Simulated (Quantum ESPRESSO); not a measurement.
A run of Quantum ESPRESSO 7.5 is set up as follows.

The input pw.in:

```
&CONTROL
  calculation = 'scf'
  prefix = 'pwscf'
  outdir = './tmp'
  pseudo_dir = './pseudo'
  tprnfor = .true.
  disk_io = 'low'
/
&SYSTEM
  ibrav = 0
  celldm(1) = 8
  nat = 2
  ntyp = 2
  ecutwfc = 55
  ecutrho = 440
  nbnd = 10
  input_dft = 'revpbe'
  occupations = 'fixed'
  vdw_corr = 'grimme-d2'
  london_s6 = 1.25
/
&ELECTRONS
  conv_thr = 4d-10
  electron_maxstep = 120
  mixing_beta = 0.5
/
ATOMIC_SPECIES
C     12.0110 C.pbe-n-kjpaw_psl.1.0.0.UPF
O     15.9990 O.pbe-n-kjpaw_psl.0.1.UPF
CELL_PARAMETERS alat
  2.3621576557822   0.0000000000000   0.0000000000000
  0.0000000000000   2.3621576557822   0.0000000000000
  0.0000000000000   0.0000000000000   2.3621576557822
ATOMIC_POSITIONS crystal
C      0.5492900000    0.4865900000    0.5281200000
O      0.4533100000    0.5176100000    0.4786800000
K_POINTS gamma
```

Contents of pp_density.in:

```
&INPUTPP
  prefix = 'pwscf'
  outdir = './tmp'
  filplot = 'density.dat'
  plot_num = 0
/
&PLOT
  nfile = 1
  filepp(1) = 'density.dat'
  iflag = 3
  output_format = 6
  fileout = 'density.cube'
/
```

Contents of pp_potential.in:

```
&INPUTPP
  prefix = 'pwscf'
  outdir = './tmp'
  filplot = 'potential.dat'
  plot_num = 11
/
&PLOT
  nfile = 1
  filepp(1) = 'potential.dat'
  iflag = 3
  output_format = 6
  fileout = 'potential.cube'
/
```

Potentials or basis: SSSP 1.3 efficiency PBE.

The run is started by

```console
$ OMP_NUM_THREADS=1 pw.x -in pw.in > pw.out
$ OMP_NUM_THREADS=1 pp.x -in pp_density.in > pp_density.out
$ OMP_NUM_THREADS=1 pp.x -in pp_potential.in > pp_potential.out
```

Task: Estimate the largest force.

Result: 2.167 eV/Å.

Task: Estimate the gap between the frontier levels.

Result: 7.10 eV.

Forces on the atoms (eV/Å):
```
C    1.851 -0.599  0.954
O   -1.851  0.599 -0.954
```

Caveat: the potentials were made for another functional, which shifts forces and pressure; this is a molecule in a periodic box, so the gap is that between its Kohn-Sham HOMO and LUMO and the box isn't a crystal. revPBE gaps usually lie below the measured ones, often by a third to a half.
